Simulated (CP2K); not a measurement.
ScSi2:

```xyz
3
Lattice="3.6600 0.0000 0.0000 -1.8300 3.1697 0.0000 0.0000 0.0000 3.8700" Properties=species:S:1:pos:R:3 pbc="T T T"
Sc    0.0000    0.0000    0.0000
Si    1.8300    1.0566    1.9350
Si    0.0000    2.1131    1.9350
```

Base run:

```yaml
Program: CP2K 2026.2
Functional: PBE
Potentials_or_basis: POTENTIAL_UZH Sc GTH-PBE0-q11, Si GTH-PBE0-q4; DZVP-MOLOPT-SR-GTH basis
Density_cutoff: 6123 eV
k_mesh: 8 × 8 × 7
Occupations: fermi-dirac, width 0.05 eV
Spin: no spin polarisation
```

Its results: band gap on the k mesh none (metal or under the smearing width); pressure 24.0 GPa.

Task: After a change of settings the same cell gave: band gap on the k mesh none (metal or under the smearing width); pressure 24.8 GPa. Which change was it?
A. potentials or basis from POTENTIAL_UZH Sc GTH-PBE0-q11, Si GTH-PBE0-q4; DZVP-MOLOPT-SR-GTH basis to GTH_POTENTIALS Sc GTH-PADE-q11, Si GTH-PADE-q4; DZVP-MOLOPT-SR-GTH basis; potentials from Sc GTH-PBE0-q11 of POTENTIAL_UZH, Si GTH-PBE0-q4 of POTENTIAL_UZH to Sc GTH-PADE-q11 of GTH_POTENTIALS, Si GTH-PADE-q4 of GTH_POTENTIALS
B. potentials or basis from POTENTIAL_UZH Sc GTH-PBE0-q11, Si GTH-PBE0-q4; DZVP-MOLOPT-SR-GTH basis to GTH_POTENTIALS Sc GTH-PBE-q11, Si GTH-PBE-q4; DZVP-MOLOPT-SR-GTH basis; potentials from Sc GTH-PBE0-q11 of POTENTIAL_UZH, Si GTH-PBE0-q4 of POTENTIAL_UZH to Sc GTH-PBE-q11 of GTH_POTENTIALS, Si GTH-PBE-q4 of GTH_POTENTIALS
C. potentials or basis from POTENTIAL_UZH Sc GTH-PBE0-q11, Si GTH-PBE0-q4; DZVP-MOLOPT-SR-GTH basis to POTENTIAL_UZH Sc GTH-SCAN-q11, Si GTH-SCAN-q4; DZVP-MOLOPT-SR-GTH basis; potentials from Sc GTH-PBE0-q11 of POTENTIAL_UZH, Si GTH-PBE0-q4 of POTENTIAL_UZH to Sc GTH-SCAN-q11 of POTENTIAL_UZH, Si GTH-SCAN-q4 of POTENTIAL_UZH

Result: B.

Caveats: the basis of atomic orbitals isn't converged, which shifts pressures, moduli and gaps.

Not every run made on this cell is shown here.
